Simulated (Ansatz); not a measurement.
# C2H4AlI: one species, many methods

The task here is to estimate one member of a computed series from the others.

Program: Ansatz 0.2.0, Gaussian basis. Level of theory: functionals in def2-TZVPP, the program's frozen cores in correlated methods. These are calculated values, not measurements.

Levels to be run: LDA (SPW92), PBE-D4, revPBE-D4, BLYP-D4, r2SCAN-D4, B97M-V, PBE0-D4, B3LYP-D4, r2SCANh-D4, r2SCAN0-D4, HSE06-D4, BHLYP-D4, CAM-B3LYP-D4, LC-ωPBE, ωB97X-V, ωB97M-V, B2PLYP, PBE-QIDH; CCSD(T)/def2-SVP; CCSD(T)/def2-TZVPP; MP2/def2-QZVPP; extrapolation to the limit; RPA on PBE.

## The relaxed structure

An earlier PBE0-D4 in a triple-zeta def2 set relaxation fixed the geometry. I takes the def2 core potential; no spin-orbit term is included.

SMILES `[I][Al]1[CH2][CH2]1`, 8 atoms, charge 0, spin multiplicity 1.

Atoms are counted from 1 here; the program's logs count them from 0.

Bond lengths: I1–Al2 2.448 Å, Al2–C3 1.893 Å, Al2–C4 1.893 Å, C3–C4 1.605 Å, C3–H5 1.089 Å, C3–H6 1.089 Å, C4–H7 1.089 Å, C4–H8 1.089 Å. Angles: I1–Al2–C3 154.9°, I1–Al2–C4 154.9°, C3–Al2–C4 50.1°, Al2–C3–C4 64.9°, Al2–C3–H5 122.4°, Al2–C3–H6 122.4°, C4–C3–H5 114.3°, C4–C3–H6 114.4°, H5–C3–H6 110.0°, Al2–C4–C3 64.9°, Al2–C4–H7 122.4°, Al2–C4–H8 122.4°, C3–C4–H7 114.3°, C3–C4–H8 114.4°, H7–C4–H8 110.0°.

Geometry (Å):

```
I    -1.5649   -0.4898    3.2436
Al   -0.5063   -0.1656    1.0607
C     0.5143    0.7741   -0.2277
C    -0.0433   -0.6513   -0.7097
H     1.5999    0.8377   -0.1778
H     0.1165    1.6226   -0.7818
H    -0.7540   -0.6001   -1.5328
H     0.7302   -1.3847   -0.9305
```

Set-up of the first run:

Contents of in.yaml:

```yaml
crystal:
  periodic: [false, false, false]
  atoms:
    - {symbol: I, position_ang: [-1.564918, -0.489780, 3.243644]}
    - {symbol: Al, position_ang: [-0.506330, -0.165582, 1.060729]}
    - {symbol: C, position_ang: [0.514257, 0.774131, -0.227679]}
    - {symbol: C, position_ang: [-0.043343, -0.651254, -0.709683]}
    - {symbol: H, position_ang: [1.599900, 0.837716, -0.177795]}
    - {symbol: H, position_ang: [0.116503, 1.622598, -0.781772]}
    - {symbol: H, position_ang: [-0.754011, -0.600132, -1.532782]}
    - {symbol: H, position_ang: [0.730243, -1.384699, -0.930461]}
basis:
  gaussian: {orbitals: def2-TZVPP}
hamiltonian: {xc: lda}
output: {orbitals: {seedname: orbitals}}
```

Launch:

```
ansatz run in.yaml --threads 2 --pin off --events-out ev --progress --plain --max-ram 4352MiB
```

Among the steps run: LDA; PBE-D4 (GGA); revPBE-D4 (GGA); BLYP-D4 (GGA); r2SCAN-D4 (meta-GGA); B97M-V (meta-GGA); PBE0-D4 (hybrid); B3LYP-D4 (hybrid); r2SCANh-D4 (hybrid); r2SCAN0-D4 (hybrid); HSE06-D4 (hybrid); BHLYP-D4 (hybrid); CAM-B3LYP-D4 (range-separated); LC-ωPBE (range-separated); ωB97X-V (range-separated); ωB97M-V (range-separated); B2PLYP (double hybrid); PBE-QIDH (double hybrid).

One of the session's tables, all rows but one given; the rest of the session is left out.

It belongs to the step «Orbital energies across the functionals». 

| functional | HOMO (eV) | LUMO (eV) | gap (eV) |
| --- | --- | --- | --- |
| LDA (SPW92) | -5.12 | -2.30 | 2.82 |
| PBE-D4 | -4.98 | -2.05 | 2.93 |
| revPBE-D4 | -4.92 | -1.93 | 2.99 |
| BLYP-D4 | -4.84 | -1.94 | 2.90 |
| r2SCAN-D4 | -5.17 | -1.72 | 3.44 |
| B97M-V | -5.16 | -1.79 | 3.37 |
| PBE0-D4 | -6.09 | -1.25 | 4.84 |
| B3LYP-D4 | -5.90 | -1.48 | 4.42 |
| r2SCANh-D4 | -5.58 | -1.46 | 4.12 |
| r2SCAN0-D4 | -6.22 | -1.10 | 5.12 |
| HSE06-D4 | -5.70 | -1.62 | 4.08 |
| BHLYP-D4 | -7.11 | -0.45 | 6.66 |
| CAM-B3LYP-D4 | -7.41 | -0.30 | 7.11 |
| LC-ωPBE | -8.74 | 0.76 | 9.50 |
| ωB97X-V | -8.39 | 0.65 | 9.04 |
| ωB97M-V | ? | ? | ? |

Estimate the missing values for ωB97M-V.

The run gave: HOMO (eV): -8.25; LUMO (eV): 0.39; gap (eV): 8.65. In the column «HOMO (eV)» it lies between ωB97X-V (-8.39) and CAM-B3LYP-D4 (-7.41).
